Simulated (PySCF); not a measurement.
# CuOCl: relaxation and vibrations of the singlet

The task is one start of a wider search on CuOCl: the singlet, from a linear start. It is relaxed, tested by its Hessian and followed downhill if it is a saddle.

The runs use PySCF 2.14.0; PBE0, basis Cu def2-TZVP, O def2-TZVP, Cl def2-TZVP, no relativity, density fitting.

## (1) The starting structure

3 atoms, charge 0, spin multiplicity 1.

Bond lengths: Cu1–O2 1.720 Å, Cu1–Cl3 2.110 Å. Angles: O2–Cu1–Cl3 180.0°.

Z-matrix (Å, degrees; charge 0 multiplicity 1):
```
Cu
O  1 1.7200
Cl 1 2.1100 2 180.00
```

## (2) The SCF at the typed geometry

The steps below are one call of a driver around PySCF. For each, scf.py gives the equivalent set-up of the SCF; relaxations use the driver's own optimiser. After this first run the driver tries any further starts and a stability analysis.

Contents of scf.py:

```python
from pyscf import gto, scf, dft
mol = gto.M(atom='''
Cu     0.000000     0.000000     0.000000
O      0.000000     0.000000    -1.720000
Cl     0.000000     0.000000     2.110000''',
    basis={'Cu': 'def2-TZVP', 'O': 'def2-TZVP', 'Cl': 'def2-TZVP'},
    charge=0, spin=0)
mf = dft.RKS(mol, xc='PBE0')
mf.grids.atom_grid = (50, 194)
aux = {'Cu': 'def2-universal-JKFIT', 'O': 'def2-universal-JKFIT', 'Cl': 'def2-universal-JKFIT'}
mf = mf.density_fit(auxbasis=aux)
mf.conv_tol = 1e-08
mf.diis_space = 10
mf.max_cycle = 60
mf.init_guess = 'minao'
mf.verbose = 4
mf.kernel()
```

Started as:

```
$ OMP_NUM_THREADS=2 python axn.py task.json out
```

Further steps of the session: Relaxing the singlet from the linear start; Frequencies; Following the imaginary mode; Is it a minimum? Harmonic modes; The broken-symmetry singlet; Vibrations and properties at this point.

What does the calculation give? Wanted: minimum; geometry; wavenumbers; dipole moment; highest occupied, lowest empty level; polar-tensor charge of Cu1; zero-point energy; atomisation energy; ⟨S²⟩.

**Answer**, as computed:

| quantity | value |
| --- | --- |
| minimum | broken-symmetry (Ms = 0), C∞v |
| geometry | Cu–Cl 2.054 Å, Cu–O 1.726 Å; Cl–Cu–O 180.0° |
| wavenumbers (cm⁻¹) | 81, 146, 411, 664 |
| dipole moment | 0.46 D |
| highest occupied, lowest empty level (either spin) | -9.01, -5.81 eV |
| polar-tensor charge of Cu1 | +0.81 e |
| zero-point energy | 7.8 kJ/mol |
| entropy at 298.15 K | 273.1 J/(mol K) |
| atomisation energy (no zero-point energy) | 521 kJ/mol |
| ⟨S²⟩ | 1.008 |

In words: The linear start (C∞v) ends in a minimum of C∞v symmetry, after a stop at a saddle point 115.3 kJ/mol higher, from which it was pushed off along an imaginary mode. The determinant is spin-contaminated (⟨S²⟩ = 1.01 against 0.00), so it is no pure spin state. The strongest infrared band lies at 664 cm⁻¹ (stretch). Only this shape and spin were tried, so other structures or states may lie lower. The SCF density has lower symmetry than the nuclear frame.
